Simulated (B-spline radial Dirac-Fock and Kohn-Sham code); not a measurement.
# Sb⁴¹⁺: core levels and X-ray properties

Wanted for antimony as Sb⁴¹⁺: its X-ray form factor and Compton profile and the binding energy of each subshell.

The numbers are computed with B-spline radial Dirac-Fock and Kohn-Sham code (version 2): a free atom or ion on a radial basis; each step names its model.

## 1. The system

The Sb⁴¹⁺ ion, [He] 2s2 2p6.

```yaml
nuclear_charge: 51
electrons: 10
mass_number: 121
nuclear_rms_radius: 4.6802 fm
```

Outer shells as boxes (Hund's rule, for the drawing alone; heavy ions are jj-coupled, and the calculation averages over the configuration):

```
[He] core
2s [↑↓]
2p [↑↓][↑↓][↑↓]
```

## 2. X-ray scattering functions

Model: Dirac-Fock average of configuration, finite nucleus; form factor of the spherical density, Waller-Hartree incoherent function, impulse-approximation Compton profiles.

The run's settings:

```ini
task = scatter
Z = 51
charge = 41
configuration = 1s2 2s2 2p6
mass_number = 121
rms_radius = 4.6802  # fm
s = [0.0, 0.07, 0.08, 0.1, 0.13, 0.16, 0.2, 0.24, 0.3, 0.37, 0.45, 0.56, 0.69, 0.85, 1.05, 1.3, 1.6, 1.97, 2.43, 3.0, 3.7, 4.57, 5.63]  # 1/A
pz = [0, 0.1, 0.2, 0.3, 0.4, 0.5, 0.6, 0.8, 1.0, 1.2, 1.4, 1.6, 1.8, 2.0, 2.5, 3.0, 4.0, 5.0, 7.0, 10.0, 15.0, 20.0, 30.0, 40.0, 60.0, 100.0]  # a.u.
photon_energy = [5000, 8047.8, 10000, 20000, 30000, 50000, 100000, 500000]  # eV
```

From the run's result record (rounded, not every field):

```text
status: converged
form_factor [e]: [10.0, 9.9958, 9.9946, 9.9915, 9.9856, 9.9783, 9.966, 9.9512, 9.9238, 9.8844, 9.8297, 9.738, 9.6058, 9.4101, 9.1189, 8.6924, 8.1101, 7.3258, 6.3201, 5.1369, 3.9074, 2.7984, 1.9851]
incoherent: [-1.8368e-12, 0.0048253, 0.0063017, 0.0098437, 0.016627, 0.02517, 0.039286, 0.056497, 0.08806, 0.13348, 0.19647, 0.30174, 0.45261, 0.67453, 1.0014, 1.4724, 2.1015, 2.923, 3.9339, 5.0641, 6.1777, 7.1503, 7.8962]
compton_total [1/a.u.]: [0.31382, 0.3138, 0.31376, 0.31369, 0.31359, 0.31346, 0.31331, 0.31291, 0.31241, 0.31179, 0.31106, 0.31022, 0.30927, 0.30821, 0.30511, 0.30137, 0.29208, 0.28063, 0.25267, 0.2042, 0.12917, 0.077786, 0.030327, 0.013833, 0.0037997, 0.00051564]
shells: ["1s1/2", "2s1/2", "2p1/2", "2p3/2"]
occupation: [2.0, 2.0, 2.0, 4.0]
mean_momentum [a.u.]: [46.978, 17.038, 22.626, 21.519]
r2 [bohr^2]: 0.11543
r_inverse [1/bohr]: 207.83
r1 [bohr]: 0.92262
coherent [b]: [65.615, 64.209, 63.005, 54.124, 43.419, 26.122, 9.6867, 0.57448]
incoherent_cross_section [b]: [0.051429, 0.12936, 0.1954, 0.67596, 1.2593, 2.2524, 3.2414, 2.7419]
```

The scattering functions against s = sin θ / λ:

| s (1/Å) | f (e) | f / N | S(s) |
| --- | --- | --- | --- |
| 0 | 10.00 | 1.000 | 0 |
| 0.0800 | 9.995 | 0.999 | 0.006302 |
| 0.130 | 9.986 | 0.999 | 0.01663 |
| 0.200 | 9.966 | 0.997 | 0.03929 |
| 0.300 | 9.924 | 0.992 | 0.08806 |
| 0.450 | 9.830 | 0.983 | 0.1965 |
| 0.690 | 9.606 | 0.961 | 0.4526 |
| 1.05 | 9.119 | 0.912 | 1.001 |
| 1.60 | 8.110 | 0.811 | 2.101 |
| 2.43 | 6.320 | 0.632 | 3.934 |
| 3.70 | 3.907 | 0.391 | 6.178 |
| 5.63 | 1.985 | 0.199 | 7.896 |

## 3. Core and valence levels

Model: Dirac-Fock average of configuration, Delta-SCF, finite nucleus, first-order Breit with its frequency dependence, self-energy and vacuum polarisation.

Recorded inputs:

```ini
task = binding
```

From the run's result record (rounded, not every field):

```text
status: converged
shells: ["K", "L1", "L2", "L3"]
total_energy_parts [Ha]: [-4921.25558, 4.23832577, -0.370442821, -0.0409538767, 3.48579003, -0.454631753]
koopmans [eV]: [33364.1, 7271.67, 6988.26, 6724.53]
dirac_coulomb [eV]: [33343.3, 7269.4, 6984.73, 6721.47]
gaunt [eV]: [-71.6638, -7.02374, -12.447, -8.81841]
retardation [eV]: [4.77985, 0.421481, 1.32895, 1.33517]
breit_frequency [eV]: [0.516324, -0.0519717, 0.0010494, 0.266457]
self_energy [eV]: [-40.0424, -5.22586, 0.234982, -0.243414]
vacuum_polarisation [eV]: [5.36433, 0.645858, -0.00620194, -0.0247086]
binding [eV]: [33242.2, 7258.16, 6973.84, 6713.99]
mean_radius [bohr]: [0.0283873, 0.119584, 0.101046, 0.106148]
```

total_energy_parts: Dirac-Coulomb, Gaunt, retardation, frequency dependence, self-energy, vacuum polarisation. 

The binding energies by parts, in eV; the parts add up.

| level | -ε | relaxation | Breit | QED | binding |
| --- | --- | --- | --- | --- | --- |
| K | 33364.1 | -20.86 | -66.37 | -34.68 | 33242.2 |
| L1 | 7271.7 | -2.27 | -6.65 | -4.58 | 7258.2 |
| L2 | 6988.3 | -3.53 | -11.12 | 0.23 | 6973.8 |
| L3 | 6724.5 | -3.06 | -7.22 | -0.27 | 6714.0 |

## 4. Outcome

| quantity | value |
| --- | --- |
| rms radius of the electron cloud | 0.107 bohr |
| form factor halves at | 3.1 1/Å |
| Compton profile at zero | 0.3138 1/a.u. |
| deepest level listed, K (1s) | 33242.2 eV |
| least bound, L3 (2p3/2) | 6714.0 eV |
| Kα1 | 26528.3 eV |
| ionisation energy, NIST (theoretical) | 6714.00 eV |

**Reading.** f falls from 10 to half of that at s = 3.1 1/Å. Incoherent scattering outweighs coherent from 500 keV on, among the energies asked. The K (1s) level lies 20.9 eV under Koopmans' value by relaxation alone; Breit gives -66.37 and QED -34.68 eV. NIST's ionisation energy differs by +0.01 eV from the least binding energy, within its stated uncertainty. The Hartree-Fock and Dirac-Fock values hold no electron correlation.
